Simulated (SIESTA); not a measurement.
HfTiB4:

```
CELL_PARAMETERS angstrom
3.08361 0.00000 0.00000
-1.54181 2.67049 0.00000
0.00000 0.00000 6.70562
ATOMIC_POSITIONS crystal
Hf 0.00000 0.00000 0.00000
Ti 0.00000 0.00000 0.50000
B 0.66667 0.33333 0.26225
B 0.66667 0.33333 0.73775
B 0.33333 0.66667 0.26225
B 0.33333 0.66667 0.73775
```

The cell comes from a database or a generator and needn't be the stable form of this composition.

```yaml
Program: SIESTA 5.4.2
Task: single point
Functional: PBEsol
Potentials_or_basis: PseudoDojo 0.4 standard (PBEsol files)
Basis: DZP (energy shift 0.003 Ry; two zetas on semicore shells)
Grid_cutoff: 800 Ry
Energy_shift: 0.003 Ry
k_mesh: 10 × 10 × 4
Occupations: fermi-dirac, width 0.05 eV
Spin: no spin polarisation
```

On this cell: pressure -2.4 GPa; largest force under 0.003 eV/Å; band gap on the k mesh none (metal or under the smearing width).

The same run follows on a disturbed copy (atoms moved at random, drawn with an rms of 0.05 Å):

```xyz
6
Lattice="3.0836 0.0000 0.0000 -1.5418 2.6705 0.0000 0.0000 0.0000 6.7056" Properties=species:S:1:pos:R:3 pbc="T T T"
Hf    0.0185    0.0022    0.0147
Ti    0.0193   -0.0135    3.3208
B     1.5203    0.9396    1.7958
B     1.5460    0.9066    4.9272
B     0.0185    1.8018    1.7323
B     0.0318    1.7865    4.9908
```

Q: What changes?

A: The energy (extrapolated to zero smearing) moves by +14.7 meV/atom; pressure -1.9 GPa; largest force 1.233 eV/Å; band gap on the k mesh none (metal or under the smearing width).

Forces in eV/Å, atoms in the order of the input:
```
Hf  -0.120  0.301 -0.228
Ti  -0.169  0.529  0.704
B    0.781 -0.761 -0.574
B    0.430 -0.279  0.327
B   -0.502  0.151  0.385
B   -0.422  0.060 -0.614
```

Stress tensor (GPa, compression positive):
```
 0.23 -0.68  0.08
-0.68 -0.38  0.03
 0.08  0.03 -5.42
```

Caveats: short orbitals over semicore shells can move pressures by several GPa; the basis of atomic orbitals isn't converged, which shifts pressures, moduli and gaps.
